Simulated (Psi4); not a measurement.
# wB97X/6-31G(d) (spherical functions) run of AlSiNH6O (SMILES O[SiH2][NH][AlH2])

Aim: the energy change on altering one bond length of AlSiNH6O at wB97X/6-31G* (spherical functions), from 2 runs. 

Program for the calculation: Psi4 1.11.

4 further runs of the same task are left out: 3 that didn't finish, 1 set aside as unsound or not needed.

## (1) The molecule

AlSiNH6O: 10 atoms, total charge 0, spin state singlet. As SMILES, `O[SiH2][NH][AlH2]`. Geometry: relaxed at PBE0-D4/def2-TZVP. This is one conformer, not always the lowest.

Bond lengths: O1–Si2 1.650 Å, Si2–N3 1.711 Å, N3–Al4 1.785 Å, O1–H5 0.958 Å, Si2–H6 1.486 Å, Si2–H7 1.491 Å, N3–H8 1.013 Å, Al4–H9 1.580 Å, Al4–H10 1.583 Å. Some angles: O1–Si2–N3 109.6°, Si2–N3–Al4 128.8°, O1–Si2–H6 111.3°, O1–Si2–H7 107.7°, N3–Si2–H6 106.5°, N3–Si2–H7 112.1°, Si2–O1–H5 117.1°, Si2–N3–H8 114.7°, Al4–N3–H8 116.5°, N3–Al4–H9 118.3°.

## (2) Energy and forces at wB97X/6-31G(d) (spherical functions)

run.py

```python
import psi4

psi4.set_memory(2200000000)
psi4.set_num_threads(1)
psi4.set_output_file('output.dat', False)

mol = psi4.geometry("""
O     -1.817400    -0.693800    -1.056500
Si    -0.576600     0.373900    -0.851600
N      0.693300    -0.382300     0.009600
Al     1.233300    -0.094800     1.686300
H     -2.399800    -0.547900    -1.803100
H     -1.000200     1.543800    -0.039500
H     -0.142800     0.831300    -2.203200
H      1.159400    -1.127800    -0.493000
H      0.508400     1.030600     2.525200
H      2.425400    -0.984200     2.228700
symmetry c1
no_reorient
no_com
""")

psi4.set_options({
    'puream': True,
    'e_convergence': 1e-09,
    'd_convergence': 1e-08,
    'scf_type': 'pk',
    'dft_radial_points': 99,
    'dft_spherical_points': 590,
})

result, w = psi4.gradient("wb97x/6-31G*", molecule=mol, return_wfn=True)
psi4.oeprop(w, "LOWDIN_CHARGES", "MULLIKEN_CHARGES", "QUADRUPOLE", title="WB97X")
print('gradient / Eh bohr^-1')
print(result.np.round(6))
print(f'energy = {w.energy():.10f} Eh')
```

On the command line:

```console
$ python run.py
```

output.dat:

```text
[...]
  Running in c1 symmetry.
[...]
  Nuclear repulsion =  207.762866418243419
[...]
  Multiplicity = 1
[...]
  Nalpha       = 24
  Nbeta        = 24
[...]
    Number of basis functions: 76
[...]
   @RKS iter   1:  -665.20644947857829   -7.26671e-01   1.09745e-02 DIIS/ADIIS
[...]
   @RKS iter  11:  -665.50003261543782   -1.00044e-11   6.56970e-09 DIIS
[...]
  @RKS Final Energy:  -665.50003261543782
   => Energetics <=
    Nuclear Repulsion Energy =            207.7628664182434193
    One-Electron Energy =               -1334.1617425180256760
    Two-Electron Energy =                 503.1184059530825152
    DFT Exchange-Correlation Energy =     -42.2195624687380686
    Empirical Dispersion Energy =           0.0000000000000000
    VV10 Nonlocal Energy =                  0.0000000000000000
    Total Energy =                       -665.5000326154378172
[...]
  -Total Gradient:
     Atom            X                  Y                   Z
    ------   -----------------  -----------------  -----------------
       1        0.004465965900     0.006860592259    -0.001556080304
       2       -0.000149275789    -0.007417792831     0.001232680525
       3       -0.003206864999     0.001132905032    -0.000180884470
       4       -0.000790198010    -0.000713799857    -0.003610069880
       5        0.002821200444    -0.000601398601     0.003341179715
       6       -0.000759973458    -0.000757502153    -0.000110679771
       7       -0.000506710666    -0.000561891097     0.000577689745
       8       -0.001192062736     0.002042306964     0.001298292498
       9        0.000422414116    -0.000861549468    -0.000707619375
      10       -0.000906883901     0.000692905166    -0.000394270761
[...]
 Multipole Moments:
 ------------------------------------------------------------------------------------
     Multipole            Electronic (a.u.)      Nuclear  (a.u.)        Total (a.u.)
 ------------------------------------------------------------------------------------
 L = 1.  Multiply by 2.5417464519 to convert [e a0] to [Debye]
 Dipole X            :          2.2463583           -2.2208061            0.0255521
 Dipole Y            :          6.5263265           -6.5734123           -0.0470859
 Dipole Z            :         -4.0397575            3.4578209           -0.5819366
 Magnitude           :                                                    0.5843973
 L = 2.  Multiply by 1.3450342976 to convert [e a0^2] to [Debye ang]
 Quadrupole XX       :       -272.4610515          244.5507824          -27.9102692
 Quadrupole XY       :         -0.6650272            0.6253171           -0.0397101
[...]
```

The script printed:

```text
gradient / Eh bohr^-1
[[ 0.004466  0.006861 -0.001556]
 [-0.000149 -0.007418  0.001233]
 [-0.003207  0.001133 -0.000181]
 [-0.00079  -0.000714 -0.00361 ]
 [ 0.002821 -0.000601  0.003341]
 [-0.00076  -0.000758 -0.000111]
 [-0.000507 -0.000562  0.000578]
 [-0.001192  0.002042  0.001298]
 [ 0.000422 -0.000862 -0.000708]
 [-0.000907  0.000693 -0.000394]]
energy = -665.5000326154 Eh
```

Run time: 21 s. Hardware: 1 thread of Intel Xeon 6975P-C (Granite Rapids), shared host; peak memory 1.3 GiB.

## (3) The distorted shape at the same level

alh6nosi.py

```python
import psi4

psi4.set_memory(2200000000)
psi4.set_num_threads(1)
psi4.set_output_file('run.log', False)

mol = psi4.geometry("""
0 1
O     -1.957252    -0.470114    -0.905696
Si    -0.716452     0.597586    -0.700796
N      0.553448    -0.158614     0.160404
Al     1.093448     0.128886     1.837104
H     -2.539652    -0.324214    -1.652296
H     -1.140052     1.767486     0.111304
H     -0.282652     1.054986    -2.052396
H      1.159400    -1.127800    -0.493000
H      0.368548     1.254286     2.676004
H      2.285548    -0.760514     2.379504
symmetry c1
no_reorient
no_com
""")

options = {'puream': True, 'e_convergence': 1e-09, 'd_convergence': 1e-08, 'scf_type': 'pk', 'dft_radial_points': 99, 'dft_spherical_points': 590}
psi4.set_options(options)

result, w = psi4.gradient('wb97x/6-31G*', molecule=mol, return_wfn=True)
psi4.oeprop(w, 'DIPOLE', 'MULLIKEN_CHARGES', 'MAYER_INDICES', title='WB97X')
print('gradient / Eh bohr^-1')
print(result.np.round(6))
print(f'energy = {w.energy():.10f} Eh')
```

On the command line:

```console
$ python alh6nosi.py
```

run.log, cut to the lines that bear on the results:

```text
[...]
  Running in c1 symmetry.
[...]
  Nuclear repulsion =  206.269179617026509
[...]
  Multiplicity = 1
[...]
  Nalpha       = 24
  Nbeta        = 24
[...]
    Number of basis functions: 76
[...]
   @RKS iter   1:  -665.14319909637811   -8.29841e-01   1.10901e-02 DIIS/ADIIS
[...]
   @RKS iter  12:  -665.45762268147871   -1.70530e-12   3.02782e-09 DIIS
[...]
  @RKS Final Energy:  -665.45762268147871
   => Energetics <=
    Nuclear Repulsion Energy =            206.2691796170265093
    One-Electron Energy =               -1331.2888619054926949
    Two-Electron Energy =                 501.7019014545293771
    DFT Exchange-Correlation Energy =     -42.1398418475420087
    Empirical Dispersion Energy =           0.0000000000000000
    VV10 Nonlocal Energy =                  0.0000000000000000
    Total Energy =                       -665.4576226814787105
[...]
  -Total Gradient:
     Atom            X                  Y                   Z
    ------   -----------------  -----------------  -----------------
       1        0.004943271948     0.006294781631    -0.001596969250
       2       -0.002073810427    -0.002420784496     0.006264005702
       3       -0.052141318993     0.077038633962     0.050211153141
       4       -0.003694415607     0.002985731007    -0.002198141372
       5        0.002833843970    -0.000605925041     0.003347961736
       6       -0.001377554233    -0.000464009068    -0.001113542228
       7       -0.000033916571    -0.001075785993     0.000481010508
       8        0.051819664371    -0.081316764406    -0.054345589814
       9        0.000789087310    -0.001030476393    -0.000279344885
      10       -0.000894022853     0.000403836376    -0.000932947001
[...]
 Multipole Moments:
[...]
  Mulliken Charges: (a.u.)
   Center  Symbol    Alpha    Beta     Spin     Total
       1     O     4.36490  4.36490  0.00000 -0.72980
       2    SI     6.60385  6.60385  0.00000  0.79230
       3     N     3.89823  3.89823  0.00000 -0.79645
       4    AL     6.26377  6.26377  0.00000  0.47246
       5     H     0.28375  0.28375  0.00000  0.43250
       6     H     0.56105  0.56105  0.00000 -0.12211
       7     H     0.56524  0.56524  0.00000 -0.13048
       8     H     0.35544  0.35544  0.00000  0.28912
       9     H     0.54800  0.54800  0.00000 -0.09599
      10     H     0.55577  0.55577  0.00000 -0.11154
[...]
```

Standard output:

```text
gradient / Eh bohr^-1
[[ 4.9430e-03  6.2950e-03 -1.5970e-03]
 [-2.0740e-03 -2.4210e-03  6.2640e-03]
 [-5.2141e-02  7.7039e-02  5.0211e-02]
 [-3.6940e-03  2.9860e-03 -2.1980e-03]
 [ 2.8340e-03 -6.0600e-04  3.3480e-03]
 [-1.3780e-03 -4.6400e-04 -1.1140e-03]
 [-3.4000e-05 -1.0760e-03  4.8100e-04]
 [ 5.1820e-02 -8.1317e-02 -5.4346e-02]
 [ 7.8900e-04 -1.0300e-03 -2.7900e-04]
 [-8.9400e-04  4.0400e-04 -9.3300e-04]]
energy = -665.4576226815 Eh
```

Wall time 20 s (1 thread of Intel Xeon 6975P-C (Granite Rapids), shared host); peak memory 1.3 GiB.

## (4) Results

Level: wB97X/6-31G* (spherical functions).

```
                                                         quantity          value
                                        first shape: total energy  -665.50003 Eh
                                       first shape: dipole moment         1.49 D
                                         first shape: HOMO energy      -10.18 eV
                                         first shape: LUMO energy        1.15 eV
                                       first shape: HOMO–LUMO gap       11.33 eV
                            first shape: largest force on an atom     0.428 eV/Å
                                    distorted shape: total energy  -665.45762 Eh
                                   distorted shape: dipole moment         1.55 D
                                     distorted shape: HOMO energy      -10.10 eV
                                     distorted shape: LUMO energy        1.18 eV
                                   distorted shape: HOMO–LUMO gap       11.28 eV
                        distorted shape: largest force on an atom     5.692 eV/Å
energy change with the N3–H8 bond stretched from 1.013 to 1.317 Å       1.154 eV
```

In words: With the N3–H8 bond stretched from 1.013 to 1.317 Å the energy rises by 1.15 eV (111 kJ/mol). The first shape isn't relaxed at this level, so the change isn't measured from a minimum. The largest force (first shape) is 0.43 eV/Å: the shape isn't a stationary point for this species at this level. Mulliken charges (distorted shape) run from -0.80 on N3 to +0.79 on Si2; they depend strongly on the basis.
